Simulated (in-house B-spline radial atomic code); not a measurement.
# Pr: the cost of one run

The numbers are computed with an in-house B-spline radial atomic code, version 1 (Dirac-Hartree-Fock, RPA and Brueckner orbitals, sums over states, B-spline basis), except any that are marked as measured or tabulated.

## Step 1: The atom as given

| Item | Value |
| --- | --- |
| element | praseodymium (Z = 59) |
| charge | +12 |
| closed core | [Kr] 4d10 |
| nucleus | mass number 141, rms radius 4.892 fm |

## Step 2: The run

Settings:

```ini
basis_form = 2
Z = 59
core_configuration = [Kr] 4d10
rms_radius = 4.8919
mass_number = 141
speed_of_light = 137.035999084
box_radius = 5.385
lmax = 6
intervals = 59
virtual_cutoff = 6962.0
```

Started as:

```
$ python run_mb.py task.json out
```

**Question.** How long does this run take on 1 thread of Arm Neoverse V1, shared host, and how much memory does it need?

About 38 s, with a peak of 0.27 GiB.
